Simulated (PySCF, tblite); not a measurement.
# C₄H₁₀GaNS: geometry, infrared bands and NMR shifts

What infrared bands and NMR shifts should C₄H₁₀GaNS (`CC#[N+][GaH2-][CH2]CS`) show?

Computed with tblite 0.8.0 and PySCF 2.14.0, with density-fitted response routines of our own, on a single molecule in the gas phase. Atoms count from 0, in the outputs and in this text.

## 1. Starting geometry

17 atoms, charge 0, multiplicity 1; geometry from: force field or distance geometry start.

Bonds of the start (Å): C0–C1 1.49, C1–N2 1.16, N2–Ga3 1.88, Ga3–C4 1.98, C4–C5 1.51, C5–S6 1.82, C0–H7 1.12, C0–H8 1.12, C0–H9 1.10, Ga3–H10 1.61, Ga3–H11 1.63, C4–H12 1.11, C4–H13 1.12, C5–H14 1.12, C5–H15 1.10, S6–H16 1.39.

## 2. Relaxing the molecule with GFN2-xTB

What the job is given:

```
{"job": {"kind": "relax", "xc": "GFN2-xTB", "basis": "xTB"}, "charge": 0, "multiplicity": 1}
C      3.307500     0.631500     0.587300
C      2.056100     0.004400     0.083200
N      1.099100    -0.511000    -0.313400
Ga    -0.448700    -1.323800    -1.005700
C     -1.955300    -0.874600     0.198800
C     -2.285700     0.598500     0.214700
S     -0.867200     1.586900     0.785600
H      4.039600     0.782900    -0.251400
H      3.767600    -0.013700     1.375800
H      3.057500     1.625400     0.978400
H     -0.792200    -0.751900    -2.468900
H     -0.264200    -2.941900    -1.081000
H     -1.823500    -1.215300     1.243200
H     -2.865900    -1.386400    -0.195600
H     -3.147800     0.721800     0.926600
H     -2.659200     0.945600    -0.764800
H     -0.224600     2.133700    -0.322800
```

Started as:

```bash
$ OMP_NUM_THREADS=1 python probes_run.py task.json out
```

One launch serves the whole session: the jobs run in the order shown.

Output:

```text
step      E/eV     max force
  0    -570.14168    1.961
  1    -570.35141    1.364
  2    -570.51293    1.293
  3    -570.52795    3.376
  4    -570.59849    0.751
  5    -570.64789    0.866
  6    -570.69555    0.939
  7    -570.72500    0.527
  8    -570.75038    0.391
  9    -570.76941    0.465
 10    -570.78530    0.499
 11    -570.79636    0.263
 12    -570.80473    0.227
 13    -570.81263    0.301
 14    -570.81899    0.270
 15    -570.82334    0.175
 16    -570.82631    0.125
 17    -570.82873    0.142
 18    -570.83123    0.158
 19    -570.83357    0.150
 20    -570.83558    0.164
 21    -570.83750    0.127
 22    -570.83934    0.112
 23    -570.84087    0.093
 24    -570.84204    0.081
 25    -570.84303    0.085
 26    -570.84410    0.101
 27    -570.84544    0.102
 28    -570.84703    0.112
 29    -570.84892    0.133
 30    -570.85125    0.135
 31    -570.85417    0.134
 32    -570.85795    0.159
 33    -570.86310    0.211
 34    -570.87045    0.245
 35    -570.87968    0.232
 36    -570.88781    0.221
 37    -570.89200    0.156
 38    -570.89308    0.252
 39    -570.89602    0.121
 40    -570.89801    0.100
 41    -570.90036    0.103
 42    -570.90174    0.096
 43    -570.90313    0.083
 44    -570.90430    0.084
 45    -570.90547    0.087
 46    -570.90637    0.079
 47    -570.90695    0.058
 48    -570.90732    0.057
 49    -570.90763    0.055
 50    -570.90793    0.044
 51    -570.90823    0.045
 52    -570.90855    0.040
 53    -570.90892    0.051
 54    -570.90939    0.066
 55    -570.90998    0.072
 56    -570.91063    0.070
 57    -570.91124    0.056
 58    -570.91171    0.060
 59    -570.91209    0.055
 60    -570.91247    0.073
 61    -570.91292    0.078
 62    -570.91340    0.065
 63    -570.91377    0.043
 64    -570.91402    0.041
 65    -570.91424    0.038
 66    -570.91458    0.060
 67    -570.91499    0.064
 68    -570.91532    0.038
 69    -570.91551    0.029
 70    -570.91563    0.025
 71    -570.91575    0.034
 72    -570.91590    0.035
 73    -570.91604    0.025
 74    -570.91614    0.026
 75    -570.91626    0.028
 76    -570.91645    0.042
 77    -570.91677    0.053
 78    -570.91718    0.045
 79    -570.91754    0.039
 80    -570.91779    0.040
 81    -570.91796    0.034
 82    -570.91813    0.033
 83    -570.91833    0.031
 84    -570.91850    0.038
 85    -570.91870    0.041
 86    -570.91903    0.041
 87    -570.91949    0.050
 88    -570.91999    0.046
 89    -570.92032    0.034
 90    -570.92048    0.037
 91    -570.92058    0.026
 92    -570.92068    0.025
 93    -570.92077    0.023
 94    -570.92085    0.022
 95    -570.92097    0.024
 96    -570.92111    0.030
 97    -570.92123    0.026
 98    -570.92133    0.025
 99    -570.92141    0.021
100    -570.92150    0.019
101    -570.92158    0.018
102    -570.92165    0.022
103    -570.92173    0.019
104    -570.92184    0.024
105    -570.92200    0.039
106    -570.92222    0.042
107    -570.92244    0.151
108    -570.92270    0.048
109    -570.92288    0.051
110    -570.92305    0.033
111    -570.92315    0.025
112    -570.92327    0.019
113    -570.92333    0.013
114    -570.92336    0.014
115    -570.92338    0.009
116    -570.92340    0.009
```

Wall time 3 s (1 thread of AMD EPYC, shared host); peak memory 0.18 GiB.

The steps of the relaxation: (not every step is listed)

| step | energy from step 0 (eV) | largest force (eV/Å) |
| --- | --- | --- |
| 0 | 0.0000 | 1.9610 |
| 1 | -0.2097 | 1.3643 |
| 2 | -0.3713 | 1.2934 |
| 3 | -0.3863 | 3.3760 |
| 4 | -0.4568 | 0.7509 |
| 5 | -0.5062 | 0.8656 |
| 6 | -0.5539 | 0.9394 |
| 7 | -0.5833 | 0.5270 |
| 8 | -0.6087 | 0.3911 |
| 18 | -0.6896 | 0.1585 |
| 28 | -0.7054 | 0.1116 |
| 38 | -0.7514 | 0.2520 |
| 48 | -0.7656 | 0.0565 |
| 58 | -0.7700 | 0.0595 |
| 68 | -0.7736 | 0.0383 |
| 78 | -0.7755 | 0.0453 |
| 88 | -0.7783 | 0.0457 |
| 98 | -0.7797 | 0.0250 |
| 108 | -0.7810 | 0.0479 |
| 111 | -0.7815 | 0.0250 |
| 112 | -0.7816 | 0.0187 |
| 113 | -0.7817 | 0.0129 |
| 114 | -0.7817 | 0.0145 |
| 115 | -0.7817 | 0.0095 |
| 116 | -0.7817 | 0.0095 |

Close pairs (by a distance rule), those that changed most:

| bond | before (Å) | after (Å) | change (Å) |
| --- | --- | --- | --- |
| N2–Ga3 | 1.880 | 2.001 | +0.120 |
| Ga3–H11 | 1.630 | 1.541 | -0.090 |
| C0–C1 | 1.488 | 1.422 | -0.066 |
| S6–H16 | 1.393 | 1.331 | -0.062 |
| Ga3–H10 | 1.608 | 1.548 | -0.060 |
| Ga3–C4 | 1.981 | 2.036 | +0.055 |
| C0–H7 | 1.124 | 1.090 | -0.034 |
| C5–H14 | 1.125 | 1.093 | -0.032 |

The next job starts from the end point, and lists it.

## 3. Harmonic vibrations with GFN2-xTB

What the job is given:

```
{"job": {"kind": "ir", "xc": "GFN2-xTB", "basis": "xTB"}, "charge": 0, "multiplicity": 1}
C      3.200139     0.518009     0.744941
C      2.104976    -0.114608     0.095173
N      1.209344    -0.605519    -0.428339
Ga    -0.528993    -1.239503    -1.189281
C     -1.881849    -0.811110     0.270033
C     -2.308399     0.649580     0.349307
S     -0.889978     1.787182     0.119941
H      3.968728     0.762323     0.011829
H      3.616968    -0.145996     1.501947
H      2.844648     1.434617     1.217730
H     -0.447990    -0.429870    -2.506092
H     -0.105697    -2.715621    -1.314144
H     -1.431243    -1.100969     1.232666
H     -2.789856    -1.424906     0.179163
H     -2.721134     0.913834     1.325786
H     -3.035959     0.905996    -0.421291
H     -0.810705     1.628594    -1.199280
```

Output:

```text
mode    cm-1     km/mol
  1       5.9      2.40
  2      37.8      7.45
  3      48.0      0.04
  4      66.7      8.50
  5      95.2      4.83
  6     124.5      6.34
  7     145.6      1.88
  8     203.5     10.78
  9     266.5     40.24
 10     307.9     31.29
 11     350.9      1.53
 12     357.9      1.01
 13     412.0     97.10
 14     490.5     68.58
 15     527.6     25.70
 16     551.4     95.32
 17     639.1    311.94
 18     686.7     40.31
 19     745.9    420.41
 20     776.6     12.08
 21     917.9      9.58
 22     982.6     17.62
 23     986.1     17.82
 24    1013.4     23.17
 25    1022.1      6.82
 26    1093.5      9.93
 27    1130.3     20.87
 28    1246.1      6.41
 29    1255.3     17.45
 30    1353.7     55.02
 31    1387.7     19.38
 32    1388.7     19.82
 33    1444.7      0.90
 34    1459.7      1.13
 35    1679.2    144.67
 36    1777.2    494.08
 37    2363.7    175.11
 38    2411.7     88.47
 39    2846.8     44.71
 40    2877.2     38.17
 41    2958.1     34.69
 42    2976.1     16.28
 43    3006.4      1.99
 44    3015.1      0.79
 45    3016.3      1.76
```

Wall time 2.1 s (1 thread of AMD EPYC, shared host); peak memory 0.18 GiB.

Which atoms move in the most intense modes:

| cm⁻¹ | km/mol | atoms |
| --- | --- | --- |
| 412 | 97.1 | H11 30 %, H10 21 %, C4 14 %, Ga3 13 % |
| 551 | 95.3 | H11 34 %, H10 19 %, H13 17 %, C4 12 % |
| 639 | 311.9 | H11 24 %, H10 17 %, H13 16 %, C4 16 % |
| 746 | 420.4 | H10 55 %, H11 42 % |
| 1679 | 144.7 | H10 79 %, H11 20 % |
| 1777 | 494.1 | H11 79 %, H10 19 % |
| 2364 | 175.1 | C1 61 %, N2 38 % |
| 2412 | 88.5 | H16 97 % |

## 4. Shielding tensors: PBE0/pcSseg-1

Settings changed since step 3:

```diff
@@ -1,2 +1,2 @@
-{"job": {"kind": "ir", "xc": "GFN2-xTB", "basis": "xTB"}, "charge": 0, "multiplicity": 1}
+{"job": {"kind": "nmr", "xc": "PBE0", "basis": "pcSseg-1"}, "charge": 0, "multiplicity": 1}
 C      3.200139     0.518009     0.744941
```

Level: GIAO PBE0/pcSseg-1 NMR shielding, non-relativistic, gas phase.

Output:

```text
coarse grid: 64296 points
cycle   1  E = -2535.2011730348  dE =  6.467e-02  |g| = 1.010e+00  |ddm| = 3.790e+00
cycle   2  E = -2535.0615192245  dE =  1.397e-01  |g| = 1.329e+00  |ddm| = 1.231e+00
cycle   3  E = -2535.2857622068  dE = -2.242e-01  |g| = 3.615e-01  |ddm| = 8.357e-01
cycle   4  E = -2535.3112983136  dE = -2.554e-02  |g| = 9.613e-02  |ddm| = 2.373e-01
cycle   5  E = -2535.3128879066  dE = -1.590e-03  |g| = 1.584e-02  |ddm| = 7.080e-02
cycle   6  E = -2535.3129471504  dE = -5.924e-05  |g| = 5.308e-03  |ddm| = 2.163e-02
cycle   7  E = -2535.3129536428  dE = -6.492e-06  |g| = 1.226e-03  |ddm| = 5.817e-03
final grid: 134584 points
cycle   8  E = -2535.3130127853  dE =  1.666e-07  |g| = 1.561e-03  |ddm| = 3.096e-03
cycle   9  E = -2535.3130120706  dE =  7.147e-07  |g| = 2.357e-03  |ddm| = 3.220e-03
cycle  10  E = -2535.3130133086  dE = -1.238e-06  |g| = 4.428e-04  |ddm| = 1.991e-03
cycle  11  E = -2535.3130133495  dE = -4.083e-08  |g| = 6.839e-05  |ddm| = 2.683e-04
cycle  12  E = -2535.3130133505  dE = -1.040e-09  |g| = 8.767e-06  |ddm| = 6.789e-05
cycle  13  E = -2535.3130133505  dE = -1.182e-11  |g| = 2.749e-06  |ddm| = 9.310e-06
converged SCF energy = -2535.3130133505

GIAO shielding tensors (ppm)
atom      isotropic    diamagn.    paramagn.     s11        s22        s33       span
  0 C      185.462     249.592     -64.129    175.541    178.493    202.353     26.813
  1 C       56.534     273.209    -216.675    -49.042    -46.913    265.558    314.600
  2 N       14.692     338.225    -323.533   -145.561   -130.226    319.863    465.424
  3 Ga    1523.627    2637.379   -1113.753   1466.733   1516.529   1587.618    120.885
  4 C      162.560     251.806     -89.247    138.394    165.987    183.298     44.904
  5 C      153.164     249.397     -96.233    127.499    163.129    168.862     41.363
  6 S      566.868    1059.293    -492.425    393.325    540.495    766.785    373.460
  7 H       29.487      25.566       3.922     24.436     27.067     36.959     12.522
  8 H       29.454      26.429       3.025     24.438     27.020     36.903     12.465
  9 H       29.352      29.633      -0.282     24.121     28.580     35.354     11.234
 10 H       27.455      29.769      -2.314     21.845     23.328     37.191     15.346
 11 H       27.975      28.761      -0.786     20.971     23.606     39.349     18.378
 12 H       30.206      32.723      -2.516     26.358     29.321     34.940      8.582
 13 H       30.460      30.349       0.110     24.432     28.556     38.391     13.959
 14 H       28.816      30.319      -1.502     22.103     27.822     36.524     14.421
 15 H       28.615      30.227      -1.612     22.576     27.838     35.431     12.855
 16 H       28.887      32.381      -3.494     23.120     27.658     35.882     12.762
```

It took 81 s on 1 thread of AMD EPYC, shared host; peak memory 0.96 GiB.

Shifts follow as δ = σ(reference) − σ, with reference shieldings (ppm) from runs at the same level and on the same kind of geometry: ¹H TMS 31.72, ¹³C TMS 186.9, ¹⁵N NH3 267.7, ³³S CS2 504. The references are single molecules in the gas phase, so shifts against H2O, NH3, PH3, H3PO4 or CFCl3 are not on the usual liquid scales and can be off by tens of ppm. Atoms listed in one row are averaged.

| atoms | environment | σ (ppm) | δ (ppm) |
| --- | --- | --- | --- |
| C1 | nitrilium-type carbon | 56.5 | 130.4 |
| C5 | sp3 CH2 bonded to S | 153.2 | 33.8 |
| C4 | sp3 CH2 bonded to Ga | 162.6 | 24.4 |
| C0 | methyl carbon α to a nitrile | 185.5 | 1.5 |
| H10, H11 | hydrogen on a Ga bonded to C, N | 27.72 | 4.00 |
| H14, H15 | hydrogen on an sp3 CH2 bonded to S | 28.72 | 3.00 |
| H16 | hydrogen on a thiol sulfur | 28.89 | 2.83 |
| H7, H8, H9 | hydrogen on a methyl carbon α to a nitrile | 29.43 | 2.29 |
| H12, H13 | hydrogen on an sp3 CH2 bonded to Ga | 30.33 | 1.38 |
| N2 | donor nitrogen of a Lewis adduct | 14.7 | 253.0 |
| Ga3 | Ga bonded to C, N, 2 H | 1524 | – |
| S6 | thiol sulfur | 567 | -63 |

The run also stored atomic charges by several schemes (e):

| atoms | Mulliken | IAO | Hirshfeld | ESP fit |
| --- | --- | --- | --- | --- |
| C0 | -0.18 | -0.46 | -0.06 | -0.57 |
| C1 | 0.21 | 0.26 | 0.17 | 0.53 |
| N2 | -0.46 | -0.13 | -0.09 | -0.36 |
| Ga3 | 0.55 | 0.36 | 0.26 | 0.49 |
| C4 | -0.58 | -0.54 | -0.20 | -0.15 |
| C5 | -0.30 | -0.31 | -0.07 | 0.06 |
| S6 | -0.19 | -0.11 | -0.08 | -0.43 |

Mayer bond orders: C0–C1 1.06, C1–N2 2.78, N2–Ga3 0.26, Ga3–C4 0.78, C4–C5 1.00, C5–S6 1.01.

## 5. Outcome

| quantity | value |
| --- | --- |
| strongest single infrared mode (GFN2-xTB) | 1777 cm⁻¹, 494 km/mol |
| zero-point energy (GFN2-xTB) | 75.0 kcal/mol |
| ¹³C shifts against TMS (PBE0/pcSseg-1) | 130.4, 33.8, 24.4, 1.5 ppm |
| ¹H shifts against TMS (PBE0/pcSseg-1, means over atoms taken as alike) | 4.00, 3.00, 2.83, 2.29, 1.38 ppm |
| ¹⁵N shifts against NH3 (PBE0/pcSseg-1) | 253.0 ppm |
| ³³S shifts against CS2 (PBE0/pcSseg-1) | -63 ppm |
| shieldings of Ga (PBE0/pcSseg-1) | Ga3 1523.6 ppm |

**Reading.** Over 116 steps the energy fell by 0.782 eV; of the close pairs, N2–Ga3 changed most, 1.880 to 2.001 Å. No mode is imaginary among the 45: a minimum at this level. The strongest single mode, at 1777 cm⁻¹, moves mainly H11. GFN2-xTB is a fitted tight-binding method: band positions and strengths are rough. Its intensities can rank the bands wrongly. At PBE0/pcSseg-1: Shielding is most anisotropic at N2 (span 465 ppm, paramagnetic term -324 ppm). Spin-orbit coupling is left out, which matters for shieldings and couplings at and beside the heavy atoms.
